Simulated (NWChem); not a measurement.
**One shape, several levels: Si2H4F2 (SMILES F[SiH2][SiH2]F)**

Aim: a comparison of 3 runs (HF/STO-3G, HF/3-21G, B3LYP/6-31G*) of Si2H4F2. 

The results are computed with NWChem 7.3.0.

### 1 The system as given

The species is Si2H4F2 (8 atoms), meant as a singlet with charge 0. As SMILES, `F[SiH2][SiH2]F`. Geometry: relaxed at PBE0-D4/def2-TZVP. This is one conformer, not always the lowest.

Bond lengths: F1–Si2 1.605 Å, Si2–Si3 2.350 Å, Si3–F4 1.605 Å, Si2–H5 1.485 Å, Si2–H6 1.487 Å, Si3–H7 1.487 Å, Si3–H8 1.485 Å. Some angles: F1–Si2–Si3 110.4°, Si2–Si3–F4 110.4°, F1–Si2–H5 108.0°, F1–Si2–H6 108.1°, Si3–Si2–H5 111.7°, Si3–Si2–H6 109.2°, Si2–Si3–H7 109.2°, Si2–Si3–H8 111.7°, F4–Si3–H7 108.1°, F4–Si3–H8 108.0°.

### 2 Energy and gradient at HF/STO-3G (run 1)

Input file run.py:

```python
from ase import Atoms
from ase.calculators.nwchem import NWChem

molecule = Atoms(['F', 'Si', 'Si', 'F', 'H', 'H', 'H', 'H'], positions=[
    [-1.934800, 1.205800, -0.274500],
    [-0.357800, 1.128100, 0.012400],
    [0.358600, -1.109600, 0.044100],
    [0.281000, -1.742000, -1.428800],
    [0.340100, 1.914200, -1.037000],
    [-0.099800, 1.743700, 1.341600],
    [1.774800, -1.164000, 0.495400],
    [-0.477100, -1.941900, 0.946800],
])

calc = NWChem(
    label='calc',
    theory='scf',
    memory='2200 mb',
    basis='STO-3G',
    basispar='spherical bse',
    scf={'nopen': '0', 'rhf': None, 'thresh': '1e-08', 'maxiter': '80'},
)
molecule.calc = calc

forces = molecule.get_forces()
e = molecule.get_potential_energy()
print(f"E = {e:.6f} eV")
print("forces (eV/A):")
for s, f in zip(molecule.symbols, forces):
    print(f"{s:2s} {f[0]:10.5f} {f[1]:10.5f} {f[2]:10.5f}")
print("dipole (e A):", molecule.get_dipole_moment().round(4))
```

The run is started by

```
$ export ASE_NWCHEM_COMMAND="nwchem PREFIX.nwi > PREFIX.nwo"
$ python run.py
```

Standard output:

```text
E = -20943.029117 eV
forces (eV/A):
F    -1.04587    0.13282   -0.18286
Si    2.35338   -0.20152    0.61326
Si    0.26703    1.07986    2.16939
F    -0.02036   -0.48954   -0.94971
H    -0.69389   -0.79879    1.16512
H    -0.24677   -0.56292   -1.48965
H    -1.55356   -0.04052   -0.42490
H     0.94000    0.88060   -0.90066
dipole (e A): [0.1994 0.0669 0.2122]
```

The calculator wrote calc.nwi:

```
title "calc"

permanent_dir calc

scratch_dir calc

start calc

geometry units angstrom nocenter noautosym noautoz
  F  -1.9348000000000001e+00 1.2058000000000000e+00 -2.7450000000000002e-01
  Si -3.5780000000000001e-01 1.1281000000000001e+00 1.2400000000000000e-02
  Si 3.5859999999999997e-01 -1.1095999999999999e+00 4.4100000000000000e-02
  F  2.8100000000000003e-01 -1.7420000000000000e+00 -1.4288000000000001e+00
  H  3.4010000000000001e-01 1.9141999999999999e+00 -1.0369999999999999e+00
  H  -9.9800000000000000e-02 1.7437000000000000e+00 1.3415999999999999e+00
  H  1.7747999999999999e+00 -1.1639999999999999e+00 4.9540000000000001e-01
  H  -4.7710000000000002e-01 -1.9419000000000000e+00 9.4679999999999997e-01
end

memory 2200 mb

basis spherical bse noprint
   * library STO-3G
end

scf
  nopen 0
  rhf
  thresh 1e-08
  maxiter 80
end

task scf gradient
```

calc.nwo, cut to the lines that bear on the results:

```text
[...]
      One-electron energy =  -1518.823046205523
[... 1 line left out ...]
 Nuclear repulsion energy =    221.605048035310
[... 40 lines left out ...]
                       ROHF Final Molecular Orbital Analysis
[... 189 lines left out ...]
     1   1 0 0      0.376893      0.000000    -25.199496
[...]
  wavefunction    =   RHF
                         RHF ENERGY GRADIENTS
    atom               coordinates                        gradient
                 x          y          z           x          y          z
   1 F      -3.656242   2.278632  -0.518730    0.020339  -0.002583   0.003556
   2 Si     -0.676144   2.131800   0.023433   -0.045766   0.003919  -0.011926
   3 Si      0.677656  -2.096840   0.083337   -0.005193  -0.021000  -0.042188
[... 4 lines of this table left out ...]
   8 H      -0.901588  -3.669659   1.789193   -0.018280  -0.017125   0.017515
[...]
```

It took 3.3 s on 1 thread of AMD EPYC 7R13 (Zen 3), shared host; peak memory 0.098 GiB.

### 3 Energy and gradient at HF/3-21G (run 2)

Input file struct.nw:

```
start struct
title "F2H4Si2 gradient"
memory stack 880 mb heap 220 mb global 1100 mb
charge 0

geometry units angstrom noautosym nocenter noautoz
F    -1.934800    1.205800   -0.274500
Si   -0.357800    1.128100    0.012400
Si    0.358600   -1.109600    0.044100
F     0.281000   -1.742000   -1.428800
H     0.340100    1.914200   -1.037000
H    -0.099800    1.743700    1.341600
H     1.774800   -1.164000    0.495400
H    -0.477100   -1.941900    0.946800
end

basis spherical bse
* library 3-21G
end

scf
thresh 1e-08
maxiter 80
print low
end

task scf gradient
```

The run is started by

```
$ nwchem struct.nw > struct.out
```

Standard output:

```text
[...]
  functions       =    52
[...]
  wavefunction    = RHF
[...]
         Total SCF energy =   -775.004196976621
      One-electron energy =  -1519.722995107773
      Two-electron energy =    523.113750095842
 Nuclear repulsion energy =    221.605048035311
        Time for solution =      1.3s
[...]
                         RHF ENERGY GRADIENTS
    atom               coordinates                        gradient
                 x          y          z           x          y          z
   1 F      -3.656242   2.278632  -0.518730    0.030886   0.000337   0.005217
   2 Si     -0.676144   2.131800   0.023433   -0.028203  -0.003878  -0.005060
   3 Si      0.677656  -2.096840   0.083337   -0.002913  -0.006548  -0.027963
   4 F       0.531013  -3.291903  -2.700040    0.001698   0.010572   0.029410
   5 H       0.642696   3.617313  -1.959646   -0.001307   0.002175  -0.002212
   6 H      -0.188595   3.295115   2.535256   -0.001763   0.002642   0.002016
   7 H       3.353886  -2.199641   0.936170    0.002887  -0.002266  -0.000821
   8 H      -0.901588  -3.669659   1.789193   -0.001285  -0.003033  -0.000588
 Task  times  cpu:        1.6s     wall:        1.6s
 Total times  cpu:        1.7s     wall:        1.7s
```

Wall time 2.7 s (1 thread of AMD EPYC 7R13 (Zen 3), shared host); peak memory 0.098 GiB.

### 4 Energy and gradient at B3LYP/6-31G(d) (Cartesian functions) (run 3)

Input file job.nw:

```
START job
memory stack 880 mb heap 220 mb global 1100 mb
charge 0

GEOMETRY noautosym nocenter noautoz
F     -1.934800     1.205800    -0.274500
Si    -0.357800     1.128100     0.012400
Si     0.358600    -1.109600     0.044100
F      0.281000    -1.742000    -1.428800
H      0.340100     1.914200    -1.037000
H     -0.099800     1.743700     1.341600
H      1.774800    -1.164000     0.495400
H     -0.477100    -1.941900     0.946800
END

BASIS
F library 6-31G*
Si library 6-31G*
H library 6-31G*
END

DFT
xc b3lyp
grid xfine
convergence energy 1e-08
iterations 100
mulliken
END

TASK dft gradient
```

The run is started by

```
$ nwchem job.nw > job.out
```

Standard output:

```text
[...]
          Wavefunction type:  closed shell.
          No. of atoms     :     8
          No. of electrons :    50
[...]
          Charge           :     0
          Spin multiplicity:     1
[...]
          AO basis - number of functions:    76
[...]
              XC Information
              --------------
                         B3LYP Method XC Potential
                     Hartree-Fock (Exact) Exchange  0.200
                        Slater Exchange Functional  0.800 local
                    Becke 1988 Exchange Functional  0.720 non-local
              Lee-Yang-Parr Correlation Functional  0.810
                  VWN I RPA Correlation Functional  0.190 local
[...]
 d= 0,ls=0.0,diis     1   -781.0819183790 -1.00D+03  2.34D-02  8.40D-01     2.6
[...]
 d= 0,ls=0.0,diis     8   -781.1733284341 -1.50D-09  8.40D-07  4.12D-09    16.6
         Total DFT energy =     -781.173328434130
      One electron energy =    -1525.373011650438
           Coulomb energy =      587.011702251048
    Exchange-Corr. energy =      -64.417067070051
 Nuclear repulsion energy =      221.605048035311
[...]
      Total Density - Mulliken Population Analysis
     ---------------------------------------------
    Atom       Charge   Shell Charges
 -----------   ------   -------------------------------------------------------
    1 F    9     9.38   1.99  0.95  3.32  0.94  2.10  0.07
    2 Si  14    13.45   2.00  1.99  5.96  1.04  1.77  0.23  0.28  0.18
    3 Si  14    13.45   2.00  1.99  5.96  1.04  1.77  0.23  0.28  0.18
    4 F    9     9.38   1.99  0.95  3.32  0.94  2.10  0.07
    5 H    1     1.08   0.51  0.57
    6 H    1     1.10   0.51  0.58
    7 H    1     1.10   0.51  0.58
    8 H    1     1.08   0.51  0.57
[...]
  wavefunction    = closed shell
                         DFT ENERGY GRADIENTS
    atom               coordinates                        gradient
                 x          y          z           x          y          z
   1 F      -3.656242   2.278632  -0.518730    0.011479  -0.000590   0.001917
   2 Si     -0.676144   2.131800   0.023433   -0.008074   0.001612  -0.001679
   3 Si      0.677656  -2.096840   0.083337   -0.000253  -0.004401  -0.007113
   4 F       0.531013  -3.291903  -2.700040    0.000398   0.004560   0.010692
   5 H       0.642696   3.617313  -1.959646   -0.001598  -0.000507   0.000288
   6 H      -0.188595   3.295115   2.535256   -0.001308  -0.000416  -0.001025
   7 H       3.353886  -2.199641   0.936170   -0.000959  -0.000344  -0.001386
   8 H      -0.901588  -3.669659   1.789193    0.000314   0.000087  -0.001694
[...]
```

Run time: 22 s. Hardware: 1 thread of AMD EPYC 7R13 (Zen 3), shared host; peak memory 0.14 GiB.

### 5 The series

| run | level | Cartesian functions | iteration cap | energy (Eh) | dipole moment (D) | HOMO energy (eV) | LUMO energy (eV) | wall time |
| --- | --- | --- | --- | --- | --- | --- | --- | --- |
| 1 | HF/STO-3G | no | 80 | -769.642131 | 1.44 | -8.20 | 10.36 | 3.3 s |
| 2 | HF/3-21G | no | 80 | -775.004197 | – | – | – | 2.7 s |
| 3 | B3LYP/6-31G* (Cartesian functions) | yes | 100 | -781.173328 | 1.81 | -8.02 | -0.77 | 22 s |

### 6 Outcome

```
                       quantity          value
            run 3: total energy  -781.17333 Eh
           run 3: dipole moment         1.81 D
             run 3: HOMO energy       -8.02 eV
             run 3: LUMO energy       -0.77 eV
           run 3: HOMO–LUMO gap        7.25 eV
run 3: largest force on an atom     0.599 eV/Å
```

**Reading.** In run 1 the basis is minimal, so the values are rough. All runs together took 28 s, the longest 22 s.
